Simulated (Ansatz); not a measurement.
# CH7FN2OSi: two geometries relaxed

Aim: relax the geometries before and after the inversion of the pyramid at N1, and see whether they are two minima and how far apart in energy. SMILES of the start: N[SiH](F)NCO.

Program: Ansatz 0.2.0. Level of theory: RKS r2SCAN-D4/6-31G*. These are calculated values, not measurements.

## 1. The structure to begin with

Bond lengths: N1–Si2 1.691 Å, Si2–F3 1.562 Å, Si2–N4 1.674 Å, N4–C5 1.395 Å, C5–O6 1.430 Å, N1–H7 0.978 Å, N1–H8 1.005 Å, Si2–H9 1.504 Å, N4–H10 0.976 Å, C5–H11 1.073 Å, C5–H12 1.120 Å, O6–H13 1.018 Å. Angles (14 of 19 angles, heavy atoms first): N1–Si2–F3 103.4°, N1–Si2–N4 102.8°, F3–Si2–N4 106.0°, Si2–N4–C5 127.3°, N4–C5–O6 111.4°, N1–Si2–H9 112.9°, F3–Si2–H9 114.6°, N4–Si2–H9 115.8°, Si2–N1–H7 107.7°, Si2–N1–H8 106.6°, Si2–N4–H10 105.5°, C5–N4–H10 111.3°, N4–C5–H11 112.1°, N4–C5–H12 111.9°.

As a file:

```xyz
13

N    -0.3059   -2.2134   -0.5990
Si    0.1279   -0.9725    0.4652
F     1.6870   -1.0600    0.5072
N    -0.2330    0.4086   -0.4095
C     0.1751    1.7147   -0.1359
O    -0.5184    2.2515    0.9938
H    -0.5345   -2.9989   -0.0631
H     0.5002   -2.3948   -1.1716
H    -0.5428   -1.0908    1.8057
H    -0.0720    0.1749   -1.3438
H    -0.0471    2.3839   -0.9445
H     1.2718    1.7724    0.0831
H    -1.4879    1.9896    0.8272
```

## 2. Relaxing end A

File input.yaml:

```yaml
crystal:
  periodic: [false, false, false]
  atoms:
    - { symbol: "N", position_ang: [-0.3059, -2.2134, -0.599] }
    - { symbol: Si, position_ang: [0.1279, -0.9725, 0.4652] }
    - { symbol: F, position_ang: [1.687, -1.06, 0.5072] }
    - { symbol: "N", position_ang: [-0.233, 0.4086, -0.4095] }
    - { symbol: C, position_ang: [0.1751, 1.7147, -0.1359] }
    - { symbol: O, position_ang: [-0.5184, 2.2515, 0.9938] }
    - { symbol: H, position_ang: [-0.5345, -2.9989, -0.0631] }
    - { symbol: H, position_ang: [0.5002, -2.3948, -1.1716] }
    - { symbol: H, position_ang: [-0.5428, -1.0908, 1.8057] }
    - { symbol: H, position_ang: [-0.072, 0.1749, -1.3438] }
    - { symbol: H, position_ang: [-0.0471, 2.3839, -0.9445] }
    - { symbol: H, position_ang: [1.2718, 1.7724, 0.0831] }
    - { symbol: H, position_ang: [-1.4879, 1.9896, 0.8272] }
basis:
  gaussian: { orbitals: "6-31G*" }
hamiltonian:
  xc: r2scan
  dispersion: d4
relax:
  f_tol: 0.015
  max_steps: 40
```

On the command line:

```
> ansatz run input.yaml --threads 2 --pin off --max-ram 3072MiB --backend cpu --events-out ev --progress --plain --runs-dir out
```

The log of the run:

```text
Warning: RAYON_NUM_THREADS=2 ignored (pool sized by the plan → 2); use --threads N
The last accepted step is kept in <dir> (removed where the run ends without a failure and the disk answers)
Engine: ansatz 0.2.0, aarch64-unknown-linux-gnu
Functional definition: r2SCAN
  parameter k0 = 0.174
  parameter k1 = 0.065
  parameter a1 = 4.9479
  exchange = r2scan_x(k0 = k0, k1 = k1, a1 = a1)
  correlation = r2scan_c
1308 factors; their error is unknown
mean field evaluation 1: about -16755.5458 eV, gradient 8.5e1 eV
mean field evaluation 2: about -16737.9364 eV, gradient 1.2e2 eV
mean field evaluation 4: about -16768.6976 eV, gradient 6.2e0 eV
mean field evaluation 8: about -16768.7606 eV, gradient 1.1e-1 eV
mean field evaluation 16: about -16768.6731 eV, gradient 2.6e-4 eV
mean field -16768.67309053 eV, -616.2373698621 hartree, gradient 4.0e-5 eV, S^2 0.000000; 0 other end points of the search recorded, 0 dependent functions left out
the calculation of the forces begins
reference -16768.67310007 eV, -616.2373702128 hartree; 29, 29 occupied and 79, 79 virtual orbitals, 1308 factors
relax step   1: F+E_penalty+E_count = -16768.74160400 eV  Δ(F+E_penalty+E_count) = +0.000e0 eV  max|allowed force component| = 2.641e0 eV/Å  Δτ_max = 0.0000 Å  (29 SCF iters, accepted)
these checks for a lower state are left out or cut short: starts, cluster_reference, orbital_swaps, neighbouring_geometries, increment
1308 factors; their error is unknown
mean field -16769.25849752 eV, -616.2588831721 hartree, gradient 2.6e-5 eV, S^2 0.000000; 0 other end points of the search recorded, 0 dependent functions left out
the calculation of the forces begins
reference -16769.25850712 eV, -616.2588835249 hartree; 29, 29 occupied and 79, 79 virtual orbitals, 1308 factors
relax step   2: F+E_penalty+E_count = -16769.32663853 eV  Δ(F+E_penalty+E_count) = -5.850e-1 eV  max|allowed force component| = 1.093e0 eV/Å  Δτ_max = 0.1646 Å  (28 SCF iters, accepted)
these checks for a lower state are left out or cut short: starts, cluster_reference, orbital_swaps, neighbouring_geometries, increment
1308 factors; their error is unknown
mean field evaluation 32: about -16769.4124 eV, gradient 9.6e-6 eV
mean field -16769.41238471 eV, -616.2645384220 hartree, gradient 9.3e-6 eV, S^2 0.000000; 0 other end points of the search recorded, 0 dependent functions left out
the calculation of the forces begins
reference -16769.41239437 eV, -616.2645387770 hartree; 29, 29 occupied and 79, 79 virtual orbitals, 1308 factors
relax step   3: F+E_penalty+E_count = -16769.48036941 eV  Δ(F+E_penalty+E_count) = -1.537e-1 eV  max|allowed force component| = 1.055e0 eV/Å  Δτ_max = 0.1936 Å  (29 SCF iters, accepted)
these checks for a lower state are left out or cut short: starts, cluster_reference, orbital_swaps, neighbouring_geometries, increment
1308 factors; their error is unknown
mean field -16769.36175479 eV, -616.2626778068 hartree, gradient 1.7e-5 eV, S^2 0.000000; 0 other end points of the search recorded, 0 dependent functions left out
the calculation of the forces begins
reference -16769.36176455 eV, -616.2626781657 hartree; 29, 29 occupied and 79, 79 virtual orbitals, 1308 factors
relax step   4: F+E_penalty+E_count = -16769.43034225 eV  Δ(F+E_penalty+E_count) = +5.003e-2 eV  max|allowed force component| = 1.438e0 eV/Å  Δτ_max = 0.1999 Å  (35 SCF iters, rejected (line search))
these checks for a lower state are left out or cut short: starts, cluster_reference, orbital_swaps, neighbouring_geometries, increment
1308 factors; their error is unknown
mean field -16769.48541860 eV, -616.2672223680 hartree, gradient 8.0e-6 eV, S^2 0.000000; 0 other end points of the search recorded, 0 dependent functions left out
the calculation of the forces begins
reference -16769.48542831 eV, -616.2672227250 hartree; 29, 29 occupied and 79, 79 virtual orbitals, 1308 factors
relax step   5: F+E_penalty+E_count = -16769.55370284 eV  Δ(F+E_penalty+E_count) = -7.333e-2 eV  max|allowed force component| = 4.421e-1 eV/Å  Δτ_max = 0.0988 Å  (29 SCF iters, accepted)
these checks for a lower state are left out or cut short: starts, cluster_reference, orbital_swaps, neighbouring_geometries, increment
1308 factors; their error is unknown
mean field -16769.51288520 eV, -616.2682317471 hartree, gradient 1.7e-5 eV, S^2 0.000000; 0 other end points of the search recorded, 0 dependent functions left out
the calculation of the forces begins
reference -16769.51289492 eV, -616.2682321043 hartree; 29, 29 occupied and 79, 79 virtual orbitals, 1308 factors
relax step   6: F+E_penalty+E_count = -16769.58135400 eV  Δ(F+E_penalty+E_count) = -2.765e-2 eV  max|allowed force component| = 2.203e-1 eV/Å  Δτ_max = 0.0958 Å  (29 SCF iters, accepted)
these checks for a lower state are left out or cut short: starts, cluster_reference, orbital_swaps, neighbouring_geometries, increment
1308 factors; their error is unknown
mean field -16769.54573163 eV, -616.2694388309 hartree, gradient 7.4e-6 eV, S^2 0.000000; 0 other end points of the search recorded, 0 dependent functions left out
the calculation of the forces begins
reference -16769.54574134 eV, -616.2694391877 hartree; 29, 29 occupied and 79, 79 virtual orbitals, 1308 factors
relax step   7: F+E_penalty+E_count = -16769.61428389 eV  Δ(F+E_penalty+E_count) = -3.293e-2 eV  max|allowed force component| = 2.950e-1 eV/Å  Δτ_max = 0.1500 Å  (29 SCF iters, accepted)
these checks for a lower state are left out or cut short: starts, cluster_reference, orbital_swaps, neighbouring_geometries, increment
1308 factors; their error is unknown
mean field evaluation 64: about -16769.6333 eV, gradient 2.6e-1 eV
mean field -16769.54901134 eV, -616.2695593580 hartree, gradient 9.4e-6 eV, S^2 0.000000; 0 other end points of the search recorded, 0 dependent functions left out
the calculation of the forces begins
reference -16769.54902101 eV, -616.2695597135 hartree; 29, 29 occupied and 79, 79 virtual orbitals, 1308 factors
relax step   8: F+E_penalty+E_count = -16769.61763384 eV  Δ(F+E_penalty+E_count) = -3.350e-3 eV  max|allowed force component| = 1.266e0 eV/Å  Δτ_max = 0.1973 Å  (29 SCF iters, accepted)
these checks for a lower state are left out or cut short: starts, cluster_reference, orbital_swaps, neighbouring_geometries, increment
1308 factors; their error is unknown
mean field -16769.59635725 eV, -616.2712992883 hartree, gradient 2.1e-5 eV, S^2 0.000000; 0 other end points of the search recorded, 0 dependent functions left out
the calculation of the forces begins
reference -16769.59636693 eV, -616.2712996441 hartree; 29, 29 occupied and 79, 79 virtual orbitals, 1308 factors
relax step   9: F+E_penalty+E_count = -16769.66494366 eV  Δ(F+E_penalty+E_count) = -4.731e-2 eV  max|allowed force component| = 1.901e-1 eV/Å  Δτ_max = 0.1527 Å  (28 SCF iters, accepted)
these checks for a lower state are left out or cut short: starts, cluster_reference, orbital_swaps, neighbouring_geometries, increment
1308 factors; their error is unknown
mean field -16769.60202555 eV, -616.2715075943 hartree, gradient 1.7e-5 eV, S^2 0.000000; 0 other end points of the search recorded, 0 dependent functions left out
the calculation of the forces begins
reference -16769.60203524 eV, -616.2715079504 hartree; 29, 29 occupied and 79, 79 virtual orbitals, 1308 factors
relax step  10: F+E_penalty+E_count = -16769.67059179 eV  Δ(F+E_penalty+E_count) = -5.648e-3 eV  max|allowed force component| = 9.409e-2 eV/Å  Δτ_max = 0.0516 Å  (30 SCF iters, accepted)
these checks for a lower state are left out or cut short: starts, cluster_reference, orbital_swaps, neighbouring_geometries, increment
1308 factors; their error is unknown
mean field -16769.60357444 eV, -616.2715645152 hartree, gradient 1.7e-5 eV, S^2 0.000000; 0 other end points of the search recorded, 0 dependent functions left out
the calculation of the forces begins
reference -16769.60358414 eV, -616.2715648716 hartree; 29, 29 occupied and 79, 79 virtual orbitals, 1308 factors
relax step  11: F+E_penalty+E_count = -16769.67209620 eV  Δ(F+E_penalty+E_count) = -1.504e-3 eV  max|allowed force component| = 1.124e-1 eV/Å  Δτ_max = 0.0440 Å  (30 SCF iters, accepted)
these checks for a lower state are left out or cut short: starts, cluster_reference, orbital_swaps, neighbouring_geometries, increment
1308 factors; their error is unknown
mean field evaluation 96: about -16769.6040 eV, gradient 1.7e-5 eV
mean field -16769.60398979 eV, -616.2715797789 hartree, gradient 1.7e-5 eV, S^2 0.000000; 0 other end points of the search recorded, 0 dependent functions left out
the calculation of the forces begins
reference -16769.60399949 eV, -616.2715801353 hartree; 29, 29 occupied and 79, 79 virtual orbitals, 1308 factors
relax step  12: F+E_penalty+E_count = -16769.67249054 eV  Δ(F+E_penalty+E_count) = -3.943e-4 eV  max|allowed force component| = 3.859e-2 eV/Å  Δτ_max = 0.0212 Å  (31 SCF iters, accepted)
these checks for a lower state are left out or cut short: starts, cluster_reference, orbital_swaps, neighbouring_geometries, increment
1308 factors; their error is unknown
mean field -16769.60406173 eV, -616.2715824225 hartree, gradient 2.5e-5 eV, S^2 0.000000; 0 other end points of the search recorded, 0 dependent functions left out
the calculation of the forces begins
reference -16769.60407143 eV, -616.2715827790 hartree; 29, 29 occupied and 79, 79 virtual orbitals, 1308 factors
relax step  13: F+E_penalty+E_count = -16769.67256131 eV  Δ(F+E_penalty+E_count) = -7.077e-5 eV  max|allowed force component| = 8.983e-3 eV/Å  Δτ_max = 0.0026 Å  (24 SCF iters, accepted)
1308 factors; their error is unknown
mean field -16769.60406173 eV, -616.2715824225 hartree, gradient 2.6e-5 eV, S^2 0.000000; 1 other end points of the search recorded, 0 dependent functions left out
the calculation of the forces begins
reference -16769.60407143 eV, -616.2715827790 hartree; 29, 29 occupied and 79, 79 virtual orbitals, 1308 factors
Total energy: -16769.67257101 eV, -616.2741000922 hartree
Atom 0 at    -0.084590    -2.357739    -0.538690 Å, force    -0.002728    -0.002006     0.005286 eV/Å
Atom 1 at     0.121829    -0.984436     0.456598 Å, force    -0.003599    -0.001424    -0.004807 eV/Å
Atom 2 at     1.597318    -0.732746     1.063665 Å, force     0.003193     0.000902     0.001443 eV/Å
Atom 3 at    -0.125641     0.381295    -0.568658 Å, force    -0.000639     0.002731    -0.000424 eV/Å
Atom 4 at     0.278111     1.708469    -0.170944 Å, force    -0.002622     0.001701     0.008983 eV/Å
Atom 5 at    -0.365454     2.200607     1.002245 Å, force     0.005844    -0.002098    -0.006612 eV/Å
Atom 6 at    -0.265483    -3.266237    -0.130741 Å, force    -0.000586    -0.000801    -0.001705 eV/Å
Atom 7 at     0.413727    -2.435838    -1.417119 Å, force     0.002200     0.002283    -0.002971 eV/Å
Atom 8 at    -0.770218    -1.198338     1.622948 Å, force     0.000112     0.001876     0.001495 eV/Å
Atom 9 at    -0.927126     0.352828    -1.189827 Å, force     0.000349    -0.004261     0.000136 eV/Å
Atom 10 at     0.126825     2.392448    -1.020849 Å, force    -0.001765     0.001468    -0.000767 eV/Å
Atom 11 at     1.339495     1.698105     0.089316 Å, force     0.001739     0.000404     0.001198 eV/Å
Atom 12 at    -1.318394     2.206783     0.816856 Å, force    -0.001499    -0.000774    -0.001257 eV/Å
Dipole moment:    -0.421838    -0.254340    -0.545903 e Å
```

Run time: 66 s. Hardware: 2 threads of Arm Neoverse V1, shared host; peak memory 0.21 GiB.

Relaxation path:

```tsv
step	energy from step 1 (eV)	largest force component (eV/Å)
1	0.0000	2.6414
2	-0.5850	1.0925
3	-0.7388	1.0551
4x	-0.6887	1.4376
5	-0.8121	0.4421
6	-0.8398	0.2203
7	-0.8727	0.2950
8	-0.8760	1.2663
9	-0.9233	0.1901
10	-0.9290	0.0941
11	-0.9305	0.1124
12	-0.9309	0.0386
13	-0.9310	0.0090
```

Step 1 is the start. 1 step was tried and not accepted (marked x).

After: Bond lengths: N1–Si2 1.709 Å, Si2–F3 1.615 Å, Si2–N4 1.726 Å, N4–C5 1.443 Å, C5–O6 1.426 Å, N1–H7 1.012 Å, N1–H8 1.013 Å, Si2–H9 1.484 Å, N4–H10 1.014 Å, C5–H11 1.101 Å, C5–H12 1.093 Å, O6–H13 0.971 Å. Angles (14 of 19 angles, heavy atoms first): N1–Si2–F3 117.0°, N1–Si2–N4 105.8°, F3–Si2–N4 103.4°, Si2–N4–C5 121.6°, N4–C5–O6 114.7°, N1–Si2–H9 105.6°, F3–Si2–H9 106.0°, N4–Si2–H9 119.7°, Si2–N1–H7 120.5°, Si2–N1–H8 120.5°, Si2–N4–H10 117.1°, C5–N4–H10 114.6°, N4–C5–H11 108.7°, N4–C5–H12 109.2°.

## 3. Relaxing end B

The second end starts from a geometry with the move made by hand.

input.yaml: that of step 2 with these lines changed.

```diff
@@ -9,4 +9,4 @@
     - { symbol: O, position_ang: [-0.5184, 2.2515, 0.9938] }
-    - { symbol: H, position_ang: [-0.5345, -2.9989, -0.0631] }
-    - { symbol: H, position_ang: [0.5002, -2.3948, -1.1716] }
+    - { symbol: H, position_ang: [-1.21438, -2.49589, -0.37248] }
+    - { symbol: H, position_ang: [-0.27469, -1.82151, -1.52421] }
     - { symbol: H, position_ang: [-0.5428, -1.0908, 1.8057] }
```

On the command line:

```
> ansatz run input.yaml --threads 2 --pin off --max-ram 3072MiB --backend cpu --events-out ev --progress --plain --runs-dir out
```

The log of the run (excerpt; [...] marks lines left out):

```text
Warning: RAYON_NUM_THREADS=2 ignored (pool sized by the plan → 2); use --threads N
[...]
[... 1 set-up line as earlier in the session ...]
[...]
1308 factors; their error is unknown
[...]
mean field -16768.55028535 eV, -616.2328568549 hartree, gradient 1.3e-5 eV, S^2 0.000000; 0 other end points of the search recorded, 0 dependent functions left out
[...]
reference -16768.55029488 eV, -616.2328572053 hartree; 29, 29 occupied and 79, 79 virtual orbitals, 1308 factors
relax step   1: F+E_penalty+E_count = -16768.61929184 eV  Δ(F+E_penalty+E_count) = +0.000e0 eV  max|allowed force component| = 2.268e0 eV/Å  Δτ_max = 0.0000 Å  (30 SCF iters, accepted)
[...]
relax step   5: F+E_penalty+E_count = -16769.48313369 eV  Δ(F+E_penalty+E_count) = -3.466e-2 eV  max|allowed force component| = 7.380e-1 eV/Å  Δτ_max = 0.1433 Å  (28 SCF iters, accepted)
[...]
Atom 3 at    -0.219249     0.505723    -0.595660 Å, force     0.000936    -0.002910     0.004776 eV/Å
Atom 4 at     0.314297     1.767516    -0.141940 Å, force     0.006970    -0.001390     0.004889 eV/Å
Atom 5 at    -0.239988     2.242885     1.082358 Å, force     0.007278    -0.000536    -0.002696 eV/Å
Atom 6 at    -0.678226    -3.133765    -0.343648 Å, force     0.000060     0.002632    -0.002111 eV/Å
Atom 7 at     0.031945    -2.296137    -1.608627 Å, force    -0.001791    -0.000455     0.000937 eV/Å
Atom 8 at    -0.933893    -1.126854     1.534118 Å, force     0.001288     0.000210     0.000724 eV/Å
Atom 9 at    -1.039989     0.582448    -1.186578 Å, force    -0.006581     0.000929    -0.005041 eV/Å
Atom 10 at     0.193632     2.510988    -0.945617 Å, force    -0.001897    -0.000735     0.000716 eV/Å
Atom 11 at     1.379294     1.650247     0.073678 Å, force     0.002544     0.001430    -0.000859 eV/Å
Atom 12 at    -1.194713     2.341211     0.937403 Å, force    -0.010849     0.001343    -0.001332 eV/Å
Dipole moment:    -0.461625    -0.184170    -0.540257 e Å
```

Wall time 87 s (2 threads of Arm Neoverse V1, shared host); peak memory 0.21 GiB.

Step by step:

```tsv
step	energy from step 1 (eV)	largest force component (eV/Å)
1	0.0000	2.2682
2	-0.5961	1.0746
3	-0.7835	0.6398
4	-0.8292	0.6182
5	-0.8638	0.7380
6	-0.8868	0.7255
7	-0.9143	0.9146
8	-0.9184	0.8292
9	-1.0080	0.4445
10x	-0.9663	1.7927
11	-1.0268	0.1007
12	-1.0399	0.2106
13	-1.0475	0.1548
14	-1.0511	0.2054
15	-1.0527	0.1062
16	-1.0532	0.0175
17	-1.0532	0.0108
```

Step 1 is the start. 1 step was tried and not accepted (marked x).

After: Bond lengths: N1–Si2 1.709 Å, Si2–F3 1.615 Å, Si2–N4 1.726 Å, N4–C5 1.443 Å, C5–O6 1.426 Å, N1–H7 1.012 Å, N1–H8 1.013 Å, Si2–H9 1.484 Å, N4–H10 1.014 Å, C5–H11 1.101 Å, C5–H12 1.093 Å, O6–H13 0.971 Å. Angles (14 of 19 angles, heavy atoms first): N1–Si2–F3 117.0°, N1–Si2–N4 105.8°, F3–Si2–N4 103.4°, Si2–N4–C5 121.5°, N4–C5–O6 114.7°, N1–Si2–H9 105.7°, F3–Si2–H9 106.1°, N4–Si2–H9 119.6°, Si2–N1–H7 120.6°, Si2–N1–H8 120.4°, Si2–N4–H10 117.0°, C5–N4–H10 114.6°, N4–C5–H11 108.7°, N4–C5–H12 109.2°.

## 4. What came out

```
                           quantity                     value
                              end A  11 moves, 0.931 eV lower
                              end B  15 moves, 1.053 eV lower
largest difference between the ends                    0.01 Å
            end B relative to end A                 +0.000 eV
```

**Reading.** The two relaxations end at one structure, within 0.01 Å: no second minimum was found from this start, which doesn't rule one out.
